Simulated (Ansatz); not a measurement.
Relaxation of a periodic cell of 13 atoms, Tc12H (host Tc, host structure hcp, interstitial H), to a largest force component of 0.03 eV/Å in at most 60 steps.

Level of theory: Ansatz, DFT PBE, scalar-relativistic, plane waves, PAW. Settings: cutoff 600 eV, k mesh 4x3x4, gaussian smearing 0.15 eV, no spin polarisation.

```xyz
13
Lattice="5.4800 0.0000 0.0000 -4.1100 7.1187 0.0000 0.0000 0.0000 4.3950" Properties=species:S:1:pos:R:3:forces:R:3
Tc 0.000 0.000 0.000 -0.54 -0.30 -0.37
Tc 0.000 1.582 2.197 -0.60 0.25 0.41
Tc -1.370 2.373 0.000 0.00 0.07 -0.03
Tc -1.370 3.955 2.197 -0.02 0.02 0.02
Tc -2.740 4.746 0.000 0.00 0.00 -0.05
Tc -2.740 6.328 2.197 -0.02 -0.60 0.34
Tc 2.740 0.000 0.000 0.58 -0.29 -0.39
Tc 2.740 1.582 2.197 0.62 0.30 0.44
Tc 1.370 2.373 0.000 0.00 0.81 -0.51
Tc 1.370 3.955 2.197 0.00 0.05 0.04
Tc 0.000 4.746 0.000 0.02 -0.01 -0.01
Tc 0.000 6.328 2.197 0.01 -0.08 0.04
H 1.383 0.843 1.079 -0.06 -0.23 0.07
```

Q: Where does it end, and by what steps?

A: The forces met the threshold. The force dipped under the threshold on the way, but the program's further checks kept it going. Limits of this set-up: coarse k mesh, odd electron count without spin. After 6 steps the energy has fallen by 0.137 eV; Tc7 moved furthest, 0.06 Å.

```csv
step,energy less start (eV),largest force component (eV/Å),accepted
0,0.0000,0.814,yes
1,-0.0946,0.307,yes
2,-0.1158,0.156,yes
3,-0.1295,0.122,yes
4,-0.1307,0.163,yes
5,-0.1371,0.023,yes
6,-0.1371,0.023,yes
```

```xyz
13
Lattice="5.4800 0.0000 0.0000 -4.1100 7.1187 0.0000 0.0000 0.0000 4.3950" Properties=species:S:1:pos:R:3
Tc -0.026 -0.009 -0.050
Tc -0.025 1.597 2.247
Tc -1.369 2.381 -0.024
Tc -1.366 3.965 2.228
Tc -2.736 4.749 -0.028
Tc -2.739 6.303 2.240
Tc 2.767 -0.007 -0.053
Tc 2.768 1.599 2.245
Tc 1.371 2.406 -0.045
Tc 1.368 3.960 2.222
Tc -0.002 4.743 -0.034
Tc 0.001 6.328 2.218
H 1.371 0.795 1.097
```

Whether the end is a true minimum wasn't checked by a vibrational analysis.

Time of the run: 50 s on 4 threads of AMD EPYC 9R45 96-Core Processor (Zen 5) (shared host), peak memory 1.5 GiB.
